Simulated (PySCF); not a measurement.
# CuCl₄: doublet, from a PBE minimum start

Where does doublet CuCl₄ go from a PBE minimum start, is the end point a minimum, and what are its modes, charges and moments?

Program: PySCF 2.14.0. Level of theory: PBE, basis Cu def2-SVP, Cl def2-SVP, no relativity, density fitting. These are calculated values, not measurements.

### Step 1. The system as given

5 atoms, charge 0, spin multiplicity 2.

Bond lengths: Cu1–Cl2 2.173 Å, Cu1–Cl3 2.173 Å, Cu1–Cl4 2.173 Å, Cu1–Cl5 2.173 Å. Angles: Cl2–Cu1–Cl3 180.0°, Cl2–Cu1–Cl4 90.0°, Cl2–Cu1–Cl5 90.0°, Cl3–Cu1–Cl4 90.0°, Cl3–Cu1–Cl5 90.0°, Cl4–Cu1–Cl5 180.0°.

Coordinates in bohr (charge 0 multiplicity 2):
```
Cu    0.0000    0.0000    0.0000
Cl    0.0000    4.1073    0.0000
Cl    0.0000   -4.1073    0.0000
Cl    4.1073    0.0000    0.0000
Cl   -4.1073    0.0000    0.0000
```

### Step 2. Finding the electronic state

One driver script runs all steps and calls PySCF; scf.py shows how it sets up the SCF of each step. The optimiser is the driver's own. After this first run the driver tries any further starts and a stability analysis.

File scf.py:

```python
from pyscf import gto, scf, dft
mol = gto.M(atom='''
Cu     0.000000     0.000000     0.000000
Cl     0.000000     2.173467     0.000000
Cl    -0.000000    -2.173467    -0.000000
Cl     2.173467    -0.000000     0.000000
Cl    -2.173467     0.000000    -0.000000''',
    basis={'Cu': 'def2-SVP', 'Cl': 'def2-SVP'},
    charge=0, spin=1)
mf = dft.UKS(mol, xc='PBE')
mf.grids.atom_grid = (50, 194)
aux = {'Cu': 'def2-universal-JKFIT', 'Cl': 'def2-universal-JKFIT'}
mf = mf.density_fit(auxbasis=aux)
mf.conv_tol = 1e-08
mf.diis_space = 10
mf.max_cycle = 60
mf.init_guess = 'minao'
mf.verbose = 4
mf.kernel()
```

On the command line:

```console
OMP_NUM_THREADS=2 python axn.py task.json out
```

Standard output:

```text
init E= -3479.3554172642
[... the frontier-level lines of each cycle are left out ...]
cycle= 1 E= -3474.14527640297  delta_E= 5.21  |g|= 3.92  |ddm|= 2.43
cycle= 2 E= -3462.57383809899  delta_E= 11.6  |g|= 5.22  |ddm|= 11.5
cycle= 3 E= -3478.30040872939  delta_E= -15.7  |g|= 1.69  |ddm|= 11.3
cycle= 4 E= -3478.41909948349  delta_E= -0.119  |g|= 1.15  |ddm|= 3.26
cycle= 5 E= -3479.08284207837  delta_E= -0.664  |g|= 0.997  |ddm|= 2.84
cycle= 6 E= -3479.48210962412  delta_E= -0.399  |g|= 0.432  |ddm|= 1.41
cycle= 7 E= -3479.53387591426  delta_E= -0.0518  |g|= 0.164  |ddm|= 0.362
cycle= 8 E= -3479.53953513726  delta_E= -0.00566  |g|= 0.101  |ddm|= 0.322
cycle= 9 E= -3479.54600559033  delta_E= -0.00647  |g|= 0.0245  |ddm|= 0.148
cycle= 10 E= -3479.54619295958  delta_E= -0.000187  |g|= 0.00453  |ddm|= 0.0138
cycle= 11 E= -3479.5462000637  delta_E= -7.1e-06  |g|= 0.000692  |ddm|= 0.00361
cycle= 12 E= -3479.54620026972  delta_E= -2.06e-07  |g|= 0.000116  |ddm|= 0.000794
cycle= 13 E= -3479.54620027602  delta_E= -6.3e-09  |g|= 3.88e-05  |ddm|= 0.000169
Extra cycle  E= -3479.54620025372  delta_E= 2.23e-08  |g|= 0.000209  |ddm|= 0.000291
converged SCF energy = -3479.54620025372  <S^2> = 0.75068416  2S+1 = 2.000684
```

This step, with its further starts and checks, ran for 46 s (2 threads of Intel Xeon Platinum 8488C (Sapphire Rapids), shared host).

Energies from each starting density:

| start | energy (Eh) |
| --- | --- |
| the minimal-basis guess | -3479.546200 |
| a thermally smeared density | -3479.546200 |
| a smeared PBE density | -3479.546200 |

No lower solution of this spin turned up from the other starts or in the test of internal stability.

### Step 3. Relaxation: PBE minimum start, doublet

The program finds D4h symmetry in the start, which this walk keeps.

scf.py, as its differences from that of step 2:

```diff
@@ -5,3 +5,3 @@
-Cl    -0.000000    -2.173467    -0.000000
-Cl     2.173467    -0.000000     0.000000
-Cl    -2.173467     0.000000    -0.000000''',
+Cl     0.000000    -2.173467     0.000000
+Cl     2.173467     0.000000     0.000000
+Cl    -2.173467     0.000000     0.000000''',
@@ -17 +16,0 @@
-mf.init_guess = 'minao'
```

Steps of the walk:

| step | energy (Eh) | change (kJ/mol) | largest symmetric gradient (Eh/bohr) |
| --- | --- | --- | --- |
| 0 | -3479.546200 | 0.00 | 0.00001 |

The walk took 3.2 s.

It settles in D4h symmetry, 0.0 kJ/mol below the start, after 0 steps: Cu–Cl 2.173 Å (×4); Cl–Cu–Cl 90.0° (×4), Cl–Cu–Cl 180.0° (×2).

### Step 4. Hessian and properties

The point is checked on the finer grid, and tightened if its gradient asks for it. The Hessian and the dipole derivatives come from central differences of analytic gradients, with steps of 0.02 bohr.

scf.py, as its differences from that of step 3:

```diff
@@ -3,5 +3,5 @@
-Cu     0.000000     0.000000     0.000000
-Cl     0.000000     2.173467     0.000000
-Cl     0.000000    -2.173467     0.000000
-Cl     2.173467     0.000000     0.000000
-Cl    -2.173467     0.000000     0.000000''',
+Cu    -0.000000    -0.000000     0.000000
+Cl     0.000000     2.173314     0.000000
+Cl     0.000000    -2.173314     0.000000
+Cl     2.173314     0.000000     0.000000
+Cl    -2.173314     0.000000     0.000000''',
@@ -11 +11 @@
-mf.grids.atom_grid = (50, 194)
+mf.grids.atom_grid = (75, 302)
@@ -14 +14 @@
-mf.conv_tol = 1e-08
+mf.conv_tol = 1e-10
```

This SCF starts from the last density.

SCF at the final geometry:

```text
init E= -3479.54612890098
[... the frontier-level lines of each cycle are left out ...]
cycle= 1 E= -3479.54612890096  delta_E= 2e-11  |g|= 3.29e-06  |ddm|= 4.32e-06
Extra cycle  E= -3479.54612890087  delta_E= 8.55e-11  |g|= 1.61e-05  |ddm|= 1.75e-05
converged SCF energy = -3479.54612890087  <S^2> = 0.7506844  2S+1 = 2.0006843
```

The whole step took 59 s.

Geometry: D4h; Cu–Cl 2.173 Å (×4); Cl–Cu–Cl 90.0° (×4), Cl–Cu–Cl 180.0° (×2).

Harmonic modes (main isotopes):

```
symmetry  ω (cm⁻¹)  IR (km/mol)
     b2u        73          0.0
      eu       105         21.2
     b2g       114          0.0
     a2u       132          3.3
     b1g       276          0.0
     a1g       311          0.0
      eu       414          4.7
```

Every mode is real; the point is a minimum.

Constants and moments:

```
Dipole moment                                                   : 0.00 D
Highest occupied level                                          : -7.53 eV
Lowest empty level                                              : -7.02 eV
Rotational constants                                            : 0.05103, 0.05103, 0.02552 cm⁻¹
Zero-point energy                                               : 11.6 kJ/mol
Principal polarisabilities                                      : 30.4, 116.0, 116.0 bohr³
Atomisation energy without zero-point energy                    : 1006 kJ/mol
Principal traceless quadrupole moments about the centre of mass : -0.26, -0.26, 0.52 D Å
Entropy at 298.15 K and 1 bar (electronic part: spin only)      : 378.0 J/(mol K)
Heat capacity Cp at 298.15 K                                    : 100.1 J/(mol K)
Enthalpy at 298.15 K above 0 K                                  : 23.24 kJ/mol
Rotational symmetry number                                      : 8
Spin squared ⟨S²⟩                                               : 0.751
```

Populations by atom (charges in e):

```csv
atom,Mulliken,Löwdin,polar tensor,spin (Mulliken),Mayer order to Cu1
Cu1,0.18,-0.15,0.09,-0.03,–
"Cl2,3,4,5",-0.04,0.04,-0.02,0.26,0.77
```

Outer orbital energies (eV). α occupied: -8.82, -8.68, -8.14, -8.14, -7.90, -7.81, -7.81, -7.53; empty: -6.58, -0.45, 0.71, 1.43. β occupied: -9.15, -8.72, -8.36, -7.79, -7.73, -7.73, -7.72, -7.72; empty: -7.02, -6.51, -0.40, 0.72.

Mulliken populations on Cu1: s 6.65, p 12.75, d 9.43, f 0.00.

### Step 5. Outcome

```
                                          quantity                                                                     value
                                           minimum                                                              doublet, D4h
                                          geometry             Cu–Cl 2.173 Å (×4); Cl–Cu–Cl 90.0° (×4), Cl–Cu–Cl 180.0° (×2)
                                wavenumbers (cm⁻¹)  73 (b2u), 105 (eu), 114 (b2g), 132 (a2u), 276 (b1g), 311 (a1g), 414 (eu)
                                     dipole moment                                                                    0.00 D
highest occupied, lowest empty level (either spin)                                                           -7.53, -7.02 eV
                        polar-tensor charge of Cu1                                                                   +0.09 e
                                 zero-point energy                                                               11.6 kJ/mol
                               entropy at 298.15 K                                                           378.0 J/(mol K)
         atomisation energy (no zero-point energy)                                                               1006 kJ/mol
                                              ⟨S²⟩                                                                     0.751
```

In words: The molecule stays D4h, as typed, and the end point is a minimum. In the infrared the band at 105 cm⁻¹ (eu, bend) leads. Only this shape and spin were tried, so other structures or states may lie lower. One determinant may miss the lowest occupation of an open d or f shell.

The search up to here took 1.8 min.
